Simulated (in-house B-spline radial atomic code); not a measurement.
# La²⁰⁺: binding energies from hole states

Wanted: ΔSCF binding energies of La²⁰⁺.

Program: in-house B-spline radial atomic code version 1. Level of theory: Dirac-Hartree-Fock, average of configuration, Fermi nucleus, basis-set limit. These are calculated values, not measurements, unless marked.

## 1. What is computed

| Item | Value |
| --- | --- |
| element | lanthanum (Z = 57) |
| charge | +20 |
| electrons | 37 |
| configuration | [Kr] 4d1 |
| Hamiltonian | Dirac-Coulomb |
| nucleus | Fermi, rms radius 4.855 fm |

Outer shells as boxes (Hund's rule):

[Kr] 4d1
```
[Kr] core
4d [↑ ][  ][  ][  ][  ]
```

The boxes draw the filling by Hund's rule, which heavy ions in jj coupling don't follow; these runs average over all states of the configuration.

Settings, as recorded:

```ini
Z = 57
electrons = 37.0
configuration = [Kr] 4d1
hamiltonian = dirac
method = hf
spin_polarised = False
nucleus = fermi
rms_radius = 4.855
mass_number = 139
atomic_mass = 138.906362927
speed_of_light = 137.035999084
```

The reference is known from an earlier run: -8330.402641 hartree in all. Up to eight levels, counted from the top:

```csv
orbital,occupation,energy (eV),<r> (bohr)
3p3/2,4,-1668.96,0.2827
3d3/2,4,-1395.30,0.2542
3d5/2,6,-1377.42,0.2578
4s1/2,2,-752.04,0.6115
4p1/2,2,-684.65,0.6208
4p3/2,4,-663.12,0.6395
4d3/2,0.4,-566.81,0.6519
4d5/2,0.6,-562.65,0.6576
```

## 2. The 3d3/2 hole

In configurations, a minus sign after the shell means j = l − 1/2 and a plus sign j = l + 1/2; the count of electrons follows.

Settings, as recorded:

```ini
Z = 57
electrons = 36.0
configuration = 1s2 2s2 2p6 3s2 3p6 3d-3 3d+6 4s2 4p6 4d1
hamiltonian = dirac
method = hf
spin_polarised = False
nucleus = fermi
rms_radius = 4.855
mass_number = 139
atomic_mass = 138.906362927
speed_of_light = 137.035999084
```

## 3. The 3d5/2 hole

The settings differ from step 2 so:

```diff
@@ -2,3 +2,3 @@
 electrons = 36.0
-configuration = 1s2 2s2 2p6 3s2 3p6 3d-3 3d+6 4s2 4p6 4d1
+configuration = 1s2 2s2 2p6 3s2 3p6 3d-4 3d+5 4s2 4p6 4d1
 hamiltonian = dirac
```

## 4. The 4s hole

The settings differ from step 3 so:

```diff
@@ -2,3 +2,3 @@
 electrons = 36.0
-configuration = 1s2 2s2 2p6 3s2 3p6 3d-4 3d+5 4s2 4p6 4d1
+configuration = 1s2 2s2 2p6 3s2 3p6 3d10 4s1 4p6 4d1
 hamiltonian = dirac
```

## 5. The 4p1/2 hole

The settings differ from step 4 so:

```diff
@@ -2,3 +2,3 @@
 electrons = 36.0
-configuration = 1s2 2s2 2p6 3s2 3p6 3d10 4s1 4p6 4d1
+configuration = 1s2 2s2 2p6 3s2 3p6 3d10 4s2 4p-1 4p+4 4d1
 hamiltonian = dirac
```

## 6. The 4p3/2 hole

The settings differ from step 5 so:

```diff
@@ -2,3 +2,3 @@
 electrons = 36.0
-configuration = 1s2 2s2 2p6 3s2 3p6 3d10 4s2 4p-1 4p+4 4d1
+configuration = 1s2 2s2 2p6 3s2 3p6 3d10 4s2 4p-2 4p+3 4d1
 hamiltonian = dirac
```

## 7. The 4d hole

The settings differ from step 6 so:

```diff
@@ -2,3 +2,3 @@
 electrons = 36.0
-configuration = 1s2 2s2 2p6 3s2 3p6 3d10 4s2 4p-2 4p+3 4d1
+configuration = 1s2 2s2 2p6 3s2 3p6 3d10 4s2 4p6
 hamiltonian = dirac
```

Q: What does each hole state cost in eV, and how does that compare with the orbital energies or single holes?

The runs gave:

| hole | ΔSCF (eV) | with Breit, QED, recoil (eV) | −ε of the parent (eV) | −ε less ΔSCF (eV) |
| --- | --- | --- | --- | --- |
| 3d3/2 | 1387.66 | 1386.72 | 1395.30 | 7.64 |
| 3d5/2 | 1369.99 | 1369.46 | 1377.42 | 7.43 |
| 4s | 751.26 | 750.48 | 752.04 | 0.77 |
| 4p1/2 | 683.84 | 683.18 | 684.65 | 0.81 |
| 4p3/2 | 662.37 | 661.96 | 663.12 | 0.74 |
| 4d | 563.62 | 563.50 | - | - |

**Reading.** Koopmans' values overshoot, as they freeze the orbitals; relaxation lowers the cost by 7.6 eV for 3d3/2 and 0.74 eV for 4p3/2. The spin-orbit splitting of the 3d hole is 17.26 eV with those corrections. Two partly filled shells share a symmetry and can mix in the average, which may lower the energy, in these hole states: 3d3/2; 3d5/2. A dash stands where an open shell is averaged over j, so that no single parent level belongs to the hole. Values are for the free ion, measured from the vacuum level.
